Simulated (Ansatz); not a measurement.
# Li2Sc3Be4GaCu2: the cost of one run

Method: DFT PBE, scalar-relativistic, plane waves, PAW, in Ansatz 0.2.0.

## 1. Starting point

The cell holds 12 atoms (Be4Cu2GaLi2Sc3): a = 5.627 Å, b = 5.627 Å, c = 6.892 Å, α = 90.00°, β = 90.00°, γ = 120.00°.

The sites of an ideal fcc lattice, at a guessed lattice constant, take 2 Cu, 1 Ga, 2 Li, 3 Sc, 4 Be (sublattices apart by semicolons), with a shake of 0.02 Å. Warren-Cowley parameters of the first shell (negative: unlike neighbours preferred): Be-Cu +0.00, Be-Ga -0.25, Be-Li -0.38, Be-Sc -0.33, Cu-Ga -0.50, Cu-Li -0.25. In a cell this small the draw can fall short of the order aimed at.

As a file:

```
Li Be Sc Cu Ga
1.0
    -3.97906   -3.97906    0.00000
     0.00000    3.97906    3.97906
    -3.97906    3.97906   -3.97906
Li Be Sc Cu Ga
2 4 3 2 1
Cartesian
  -5.9498 5.9577 -0.0026
  -5.9362 2.0139 0.0282
  -3.9761 -3.9512 0.0188
  -3.9992 2.0143 -1.9598
  -4.0009 -0.0007 0.0084
  -3.9724 3.9844 -0.0164
  -5.9761 0.0051 -1.9764
  -2.0123 -0.0009 1.9865
  -2.0223 3.9540 1.9898
  -7.9395 1.9867 -1.9987
  -3.9571 1.9826 1.9774
  -1.9838 2.0053 0.0159
```

## 2. Relaxation without symmetry, coarse mesh

Cell and atoms move without symmetry, on a coarse mesh with loose thresholds.

Input file input.yaml:

```yaml
crystal:
  lattice:
    - [-3.9790572, -3.9790572, 0.0]
    - [0.0, 3.9790572, 3.9790572]
    - [-3.9790572, 3.9790572, -3.9790572]
  atoms:
    - { symbol: Li, position: [0.4975350871, 0.9970725501, 0.997736971] }
    - { symbol: Li, position: [0.8282309698, 0.6707232819, 0.6636423262] }
    - { symbol: Be, position: [0.9987402541, 0.0052313798, 0.0005056041] }
    - { symbol: Be, position: [0.3371184423, 0.1754113197, 0.6679347412] }
    - { symbol: Be, position: [0.6710937344, 0.3365205719, 0.3344082044] }
    - { symbol: Be, position: [0.3303900536, 0.663807232, 0.6679335372] }
    - { symbol: Sc, position: [0.8352588092, 0.1699236778, 0.6666289011] }
    - { symbol: Sc, position: [0.5036362836, 0.5013173388, 0.0020855773] }
    - { symbol: Sc, position: [0.1742804632, 0.8340167066, 0.3339552306] }
    - { symbol: Cu, position: [0.9963610976, 0.4966730106, 0.998967683] }
    - { symbol: Cu, position: [0.6625395201, 0.8288758967, 0.3319323379] }
    - { symbol: Ga, position: [0.1657137501, 0.3368355083, 0.3328475831] }
  symmetry: { detect: false }
basis:
  ecutwfc: 420
kpoints:
  mp_grid: { grid: [3, 3, 2], shift: [0.0, 0.0, 0.5] }
hamiltonian:
  xc: pbe
scf:
  occupations: { method: gaussian, width: 0.1 }
  lower_state_search: "off"
output:
  forces: true
  stress: true
  eigenvalues: true
relax:
  adjacent_minimum: "off"
  f_tol: 0.04
  max_steps: 50
  cell: { stress_tol: 0.3 }
```

Run with:

```sh
$ ansatz run input.yaml --threads 4 --pin off --max-ram 9216MiB --backend cpu --events-out ev --progress --plain --runs-dir out
```

What time and memory should one allow on 4 threads of Intel Xeon at 2.50GHz (Skylake/Cascade Lake), shared host?

About 3 min, with a peak of 0.69 GiB.
